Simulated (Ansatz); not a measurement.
GeH4OSi, SMILES [O]1[SiH2][GeH2]1, a short molecular-dynamics run

Run with Ansatz's Python interface.

`geh4osi_md.py`
```python
"""Molecular dynamics of one GeH4OSi molecule."""

import ansatz as az
import numpy as np

BASIS = "def2-SVP"
XC = "b3lyp"
N_STEPS = 30
TEMPERATURE_K = 200

GEOMETRY = """
O    -0.73630   -0.56240    0.74140
Si   -0.66460   -0.24190   -0.94860
Ge    0.77020    0.33850    0.72510
H    -0.29580   -1.47790   -1.66980
H    -1.60290    0.79630   -1.39460
H     0.63610    1.74470    1.39900
H     1.95450   -0.66540    1.10180
"""

geh4osi = az.Crystal.molecule()
for line in GEOMETRY.strip().splitlines():
    symbol, *xyz = line.split()
    geh4osi = geh4osi.atom(symbol, [float(v) for v in xyz])

setup = geh4osi.calculation().basis(gaussian=BASIS).functional(XC)
symbols = [site.symbol for site in geh4osi.cartesian_sites]
start = np.array([site.position_ang for site in geh4osi.cartesian_sites], dtype=float)
data = setup.relax(force_tolerance=0.02).run().report
end = np.array(data["positions_ang"])
minimum = az.Crystal.molecule()
for symbol, place in zip(symbols, end):
    minimum = minimum.atom(symbol, place.tolist())

# dynamics from the relaxed geometry
setup = (
    minimum.calculation()
    .basis(gaussian=BASIS)
    .functional(XC)
    .md("nve", timestep=0.5, steps=N_STEPS, temperature=TEMPERATURE_K, initial_velocities="maxwell_boltzmann", seed=6)
)
frames = []
res = setup.session().plan().execute(on_event=lambda e: frames.append(e["data"]) if e["event"] == "md_step" else None)
print("t (fs)   E_pot (eV)      E_kin (eV)   T (K)   d(0-1) (A)")
for f in frames[::2]:
    xyz = np.array(f["positions_ang"])
    print(f"{f['time_fs']:6.2f} {f['lagrangian_ev']:14.5f} {f['e_kin_ev']:10.5f} {f['temperature_k']:8.1f} {np.linalg.norm(xyz[0] - xyz[1]):9.4f}")
kept = np.array([f["conserved_ev"] for f in frames])
print(f"conserved energy moves by at most {1000 * np.ptp(kept):.3f} meV")
```

Running `python geh4osi_md.py` prints:
```text
t (fs)   E_pot (eV)      E_kin (eV)   T (K)   d(0-1) (A)
  0.00   -66498.34896    0.12926    200.0    1.6759
  1.00   -66498.34059    0.12094    187.1    1.6750
  2.00   -66498.31948    0.10002    154.8    1.6741
  3.00   -66498.29729    0.07803    120.7    1.6733
  4.00   -66498.28602    0.06680    103.4    1.6727
  5.00   -66498.28870    0.06936    107.3    1.6721
  6.00   -66498.29731    0.07777    120.3    1.6718
  7.00   -66498.29988    0.08023    124.1    1.6717
  8.00   -66498.28963    0.07002    108.3    1.6718
  9.00   -66498.26861    0.04915     76.0    1.6721
 10.00   -66498.24527    0.02596     40.2    1.6727
 11.00   -66498.22933    0.01013     15.7    1.6735
 12.00   -66498.22702    0.00782     12.1    1.6746
 13.00   -66498.23825    0.01894     29.3    1.6758
 14.00   -66498.25673    0.03726     57.7    1.6772
 15.00   -66498.27295    0.05336     82.6    1.6787
conserved energy moves by at most 0.512 meV
```

Total energies depend on the basis set; only differences at equal settings carry meaning. The trajectory is only some femtoseconds long, so its temperature is not equilibrated; where the script doesn't relax first, it starts from a rough generated geometry. b3lyp holds the VWN-RPA fit, as in Gaussian; the form of ORCA and Turbomole is b3lyp5. The temperature counts the internal degrees of freedom alone. Hardware and time: 98 s on 1 thread of Arm Neoverse V2, with other jobs on the host, peak memory 0.25 GiB.
